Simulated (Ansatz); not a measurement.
**GeNH₂ (doublet): the correlation ladder at twist about Ge1–N2 = 61.7°, cc-pVDZ**

Aim: climb from Hartree-Fock through coupled cluster and multireference methods for GeNH₂ (doublet) at one geometry and basis, and see what each rung misses.

Computed with Ansatz 0.2.0, Gaussian basis. Level: cc-pVDZ, core rule «outside noble gas», up to 15 orbitals frozen.

Plan: UHF; CCSD(T) on ROHF; CCSD(T) on UHF; BCCD(T) on ROHF; CISD; CCSDT(Q) on ROHF; CCSDT(Q) on UHF; CASSCF and MRCISD+Q, 3 electrons in 3 orbitals; CASSCF and NEVPT2, 3 electrons in 3 orbitals.

41 further runs of the same task are left out: 18 for a known fault of the program, 4 for a mislabelled method, 14 that didn't finish, 5 set aside as unsound or not needed.

## (1) What is computed

The geometry derives from a PBE0/def2-TZVP stationary point (not a proven minimum). One half is turned about the bond named; the halves are rigid. No spin-orbit coupling is included. The filled d shell of Ge may be among the frozen orbitals whatever the setting's name suggests; the logs give the count.

4 atoms, charge 0, spin multiplicity 2.

Atoms are counted from 1 here; the program's logs count them from 0.

Bond lengths: Ge1–N2 1.713 Å, Ge1–H3 1.581 Å, N2–H4 1.013 Å. Angles: N2–Ge1–H3 106.3°, Ge1–N2–H4 127.4°.

## (2) UHF

in.yaml reads:

```yaml
crystal:
  periodic: [false, false, false]
  atoms:
    - {symbol: Ge, position_ang: [0.008063, -0.055345, 0.286990]}
    - {symbol: N, position_ang: [0.008063, 0.194403, -1.407491]}
    - {symbol: H, position_ang: [0.008063, 1.380835, 0.947905]}
    - {symbol: H, position_ang: [-0.701159, -0.093717, -2.071599]}
basis:
  gaussian: {orbitals: cc-pVDZ}
magnetization: {spin_polarized: true, initial_magnetization: 1}
hamiltonian: {xc: hf}
output: {orbitals: {seedname: orbitals}}
```

Command:

```bash
$ ansatz run in.yaml --threads 1 --pin off --events-out ev --progress --plain --max-ram 2393MiB
```

Further steps of the session: CCSD(T) on ROHF; CCSD(T) on UHF; BCCD(T) on ROHF; CISD; CCSDT(Q) on ROHF; CCSDT(Q) on UHF; CASSCF and MRCISD+Q, 3 electrons in 3 orbitals; CASSCF and NEVPT2, 3 electrons in 3 orbitals.

**Question.** What will the summary of the whole plan be? Wanted: RCCSDT(Q) below the RHF energy; RMP2 from RCCSDT(Q); UMP2 from RCCSDT(Q); RCCSD from RCCSDT(Q); RCCSD(T) from RCCSDT(Q); UCCSD(T) from RCCSDT(Q); UCCSDT(Q) from RCCSDT(Q); T1 diagnostic.

As calculated:

```
                         quantity                      value
   RCCSDT(Q) below the RHF energy                 -7.5667 eV
              RMP2 from RCCSDT(Q)            +33.30 kcal/mol
              UMP2 from RCCSDT(Q)            +33.68 kcal/mol
             RCCSD from RCCSDT(Q)             +8.18 kcal/mol
          RCCSD(T) from RCCSDT(Q)             +2.17 kcal/mol
          UCCSD(T) from RCCSDT(Q)             +2.33 kcal/mol
         UCCSDT(Q) from RCCSDT(Q)             -0.04 kcal/mol
levels within 1 kcal/mol (43 meV)  RCCSDT, UCCSDT, UCCSDT(Q)
                    T1 diagnostic                      0.079
```

What this shows: RCCSD(T) lands +2.17 kcal/mol from the yardstick (1.2 % of the correlation energy). These misses are within one basis, not against nature; the frozen cores of restricted and unrestricted runs differ, which can shift their rows.
